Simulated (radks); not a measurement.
**Taking charge from the 5d level of Hf in fractions**

The task here is to estimate one member of a computed series from the others.

The numbers are computed with radks (a radial shooting solver on a logarithmic mesh, Libxc functionals) version 1 (scalar-relativistic Kohn-Sham, BLYP, spin-unpolarised, spherical densities, finite nucleus), except any that are marked as measured or tabulated.

### Starting point

| Quantity | Value |
| --- | --- |
| element | hafnium (Z = 72) |
| charge | 0 |
| electrons | 72 |
| configuration | [Xe] 4f14 5d2 6s2 |
| nuclear rms radius | 5.347 fm |

Outer shells as boxes (Hund's rule):

Hf
```
[Xe] core
4f [↑↓][↑↓][↑↓][↑↓][↑↓][↑↓][↑↓]
5d [↑ ][↑ ][  ][  ][  ]
6s [↑↓]
```

The first run:

Input:

```text
Z 72
configuration [Xe] 4f14 5d2 6s2
relativity scalar-relativistic
functional b88,lyp
spin unpolarised
nucleus finite rms 5.347 fm
c 137.035999084
```

Among the steps run: Start: [Xe] 4f14 5d2 6s2.

One table of the session follows, with a row left open; its other results are not shown here.

It belongs to the step «Start: [Xe] 4f14 5d2 6s2». From the orbitals of this run (lengths in bohr):

```
level     <r>  outermost maximum (interpolated)  90 % within  nodes
   4s  0.4683                             0.437        0.673      3
   4p  0.4976                             0.458        0.724      2
   4d  0.5352                             0.471        0.804      1
   5s   1.135                              1.01         1.64      4
   5p   1.344                              1.16         1.98      3
   4f  0.6776                             0.454         1.15      0
   6s   3.451                              2.88         5.15      5
   5d       ?                                 ?            ?      ?
```

Estimate the missing values for 5d.

**Answer.** <r>: 2.519; outermost maximum (interpolated): 1.70; 90 % within: 4.20; nodes: 2. In the column «<r>» it lies between 5p (1.344) and 6s (3.451).
